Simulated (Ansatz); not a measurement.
**C₃₆H₂₆S₂: geometry, orbitals and charge**

What does C₃₆H₂₆S₂ look like as a singlet, and where do its frontier electrons sit?

Computed with Ansatz 0.2.0, Gaussian basis. Level: RKS PBE0-D4/def2-SVP.

Levels to be run: relaxation at PBE-D4/def2-SVP; a single point at PBE0-D4/def2-SVP.

1 further run of the same task is left out (set aside as unsound or not needed). Runs told in other sessions of the task aren't counted.

### 1 The system as given

SMILES `Sc1ccc(-c2ccc(-c3ccc(-c4ccc(-c5ccc(-c6ccc(S)cc6)cc5)cc4)cc3)cc2)cc1`, 64 atoms, charge 0, spin multiplicity 1.

Atoms are counted from 1 here; the program's logs count them from 0.

Bond lengths: S1–C2 1.768 Å, S1–H39 1.332 Å, C2–C3 1.390 Å, C2–C38 1.388 Å, C3–C4 1.379 Å, C3–H40 1.079 Å, C4–C5 1.394 Å, C4–H41 1.080 Å, C5–C6 1.469 Å, C5–C37 1.393 Å, C6–C7 1.393 Å, C6–C36 1.393 Å, C7–C8 1.380 Å, C7–H42 1.081 Å, C8–C9 1.394 Å, C8–H43 1.080 Å, C9–C10 1.469 Å, C9–C35 1.394 Å and more. Angles: C2–S1–H39 96.1°, S1–C2–C3 118.5°, S1–C2–C38 121.7°, C3–C2–C38 119.8°, C2–C3–C4 119.9°, C2–C3–H40 119.5°, C4–C3–H40 120.5°, C3–C4–C5 121.0°, C3–C4–H41 119.4°, C5–C4–H41 119.7°, C4–C5–C6 120.8°, C4–C5–C37 118.4°, C6–C5–C37 120.8°, C5–C6–C7 120.6°, C5–C6–C36 121.1°, C7–C6–C36 118.3°, C6–C7–C8 120.8°, C6–C7–H42 119.4° and more.

The start is a GFN2-xTB geometry.

### 2 Relaxation at PBE-D4/def2-SVP

Input file in.yaml:

```yaml
crystal:
  periodic: [false, false, false]
  atoms:
    - {symbol: S, position_ang: [13.832100, 0.307050, 0.541630]}
    - {symbol: C, position_ang: [12.069020, 0.274170, 0.419850]}
    - {symbol: C, position_ang: [11.371490, -0.672150, 1.160680]}
    - {symbol: C, position_ang: [9.994750, -0.719250, 1.095190]}
    - {symbol: C, position_ang: [9.284670, 0.166390, 0.285720]}
    - {symbol: C, position_ang: [7.817980, 0.121010, 0.226520]}
    - {symbol: C, position_ang: [7.066080, -0.056230, 1.386230]}
    - {symbol: C, position_ang: [5.687690, -0.081960, 1.336930]}
    - {symbol: C, position_ang: [5.008870, 0.059410, 0.127090]}
    - {symbol: C, position_ang: [3.541110, 0.035800, 0.085240]}
    - {symbol: C, position_ang: [2.831240, 0.859290, -0.787610]}
    - {symbol: C, position_ang: [1.451610, 0.834500, -0.820410]}
    - {symbol: C, position_ang: [0.732500, -0.006870, 0.025290]}
    - {symbol: C, position_ang: [-0.735770, -0.042120, -0.011550]}
    - {symbol: C, position_ang: [-1.477600, -0.051010, 1.167640]}
    - {symbol: C, position_ang: [-2.856890, -0.081300, 1.133340]}
    - {symbol: C, position_ang: [-3.540440, -0.128390, -0.080320]}
    - {symbol: C, position_ang: [-5.009180, -0.160420, -0.111220]}
    - {symbol: C, position_ang: [-5.696370, -1.010080, -0.975610]}
    - {symbol: C, position_ang: [-7.076400, -1.024030, -1.002940]}
    - {symbol: C, position_ang: [-7.816330, -0.188330, -0.168820]}
    - {symbol: C, position_ang: [-9.284110, -0.193000, -0.203110]}
    - {symbol: C, position_ang: [-9.968800, -0.273920, -1.413490]}
    - {symbol: C, position_ang: [-11.348600, -0.259090, -1.454360]}
    - {symbol: C, position_ang: [-12.073720, -0.173770, -0.273560]}
    - {symbol: S, position_ang: [-13.842070, -0.152360, -0.269700]}
    - {symbol: C, position_ang: [-11.406430, -0.099480, 0.943300]}
    - {symbol: C, position_ang: [-10.027550, -0.105870, 0.973140]}
    - {symbol: C, position_ang: [-7.128430, 0.658270, 0.698420]}
    - {symbol: C, position_ang: [-5.749270, 0.670590, 0.727290]}
    - {symbol: C, position_ang: [-2.797670, -0.134690, -1.259140]}
    - {symbol: C, position_ang: [-1.418580, -0.081000, -1.225300]}
    - {symbol: C, position_ang: [1.439490, -0.824260, 0.904250]}
    - {symbol: C, position_ang: [2.818670, -0.807710, 0.928530]}
    - {symbol: C, position_ang: [5.763630, 0.227200, -1.033070]}
    - {symbol: C, position_ang: [7.142610, 0.262260, -0.983970]}
    - {symbol: C, position_ang: [9.999400, 1.104830, -0.455580]}
    - {symbol: C, position_ang: [11.377120, 1.164910, -0.389110]}
    - {symbol: H, position_ang: [14.014000, 1.316860, -0.308160]}
    - {symbol: H, position_ang: [11.915030, -1.365310, 1.784480]}
    - {symbol: H, position_ang: [9.462680, -1.467390, 1.663670]}
    - {symbol: H, position_ang: [7.570590, -0.146360, 2.337780]}
    - {symbol: H, position_ang: [5.127390, -0.189820, 2.253890]}
    - {symbol: H, position_ang: [3.366220, 1.542040, -1.431680]}
    - {symbol: H, position_ang: [0.918220, 1.492640, -1.491330]}
    - {symbol: H, position_ang: [-0.964540, -0.010780, 2.118140]}
    - {symbol: H, position_ang: [-3.415430, -0.089780, 2.058480]}
    - {symbol: H, position_ang: [-5.140720, -1.680190, -1.615740]}
    - {symbol: H, position_ang: [-7.591480, -1.708310, -1.661510]}
    - {symbol: H, position_ang: [-9.413660, -0.323290, -2.338360]}
    - {symbol: H, position_ang: [-11.859790, -0.310140, -2.405470]}
    - {symbol: H, position_ang: [-13.985870, -0.248030, -1.590600]}
    - {symbol: H, position_ang: [-11.975000, -0.036270, 1.859050]}
    - {symbol: H, position_ang: [-9.518020, -0.063080, 1.923910]}
    - {symbol: H, position_ang: [-7.682780, 1.330220, 1.337220]}
    - {symbol: H, position_ang: [-5.232890, 1.351440, 1.388520]}
    - {symbol: H, position_ang: [-3.310300, -0.159990, -2.210150]}
    - {symbol: H, position_ang: [-0.856960, -0.089660, -2.148600]}
    - {symbol: H, position_ang: [0.898090, -1.496070, 1.555010]}
    - {symbol: H, position_ang: [3.345190, -1.474660, 1.595370]}
    - {symbol: H, position_ang: [5.264030, 0.309980, -1.987110]}
    - {symbol: H, position_ang: [7.709140, 0.376620, -1.897220]}
    - {symbol: H, position_ang: [9.468070, 1.811990, -1.075630]}
    - {symbol: H, position_ang: [11.912950, 1.908950, -0.961340]}
basis:
  gaussian: {orbitals: def2-SVP, fitting: {mean_field: def2-universal-jkfit}}
hamiltonian: {xc: pbe, dispersion: d4}
scf: {lower_state_search: "off"}
output: {orbitals: {seedname: orbitals}}
relax: {f_tol: 0.03, max_steps: 70}
```

Command:

```sh
ansatz run in.yaml --threads 2 --pin off --events-out ev --progress --plain --max-ram 32768MiB --backend cuda --devices 0, --max-vram 18GiB
```

The runs that follow: Single point, PBE0-D4/def2-SVP.

Q: Predict the results of all the runs planned. Wanted: point group; commonest bond, hydrogen aside; HOMO, LUMO at PBE0-D4/def2-SVP; dipole at PBE-D4/def2-SVP.

**Answer**, as computed:

| quantity | value |
| --- | --- |
| point group | C1 |
| commonest bond, hydrogen aside | C–C, 41 of mean length 1.417 Å |
| HOMO, LUMO at PBE0-D4/def2-SVP | -5.80, -1.74 eV |
| dipole at PBE-D4/def2-SVP | 1.60 D |

**Reading.** The molecule keeps its bonding pattern by the stored test; the atoms moved 0.28 Å (rms). No usable vibrations, so a minimum isn't proven. The point group is read from a loosely relaxed geometry; soft torsions can leave it below the true symmetry.
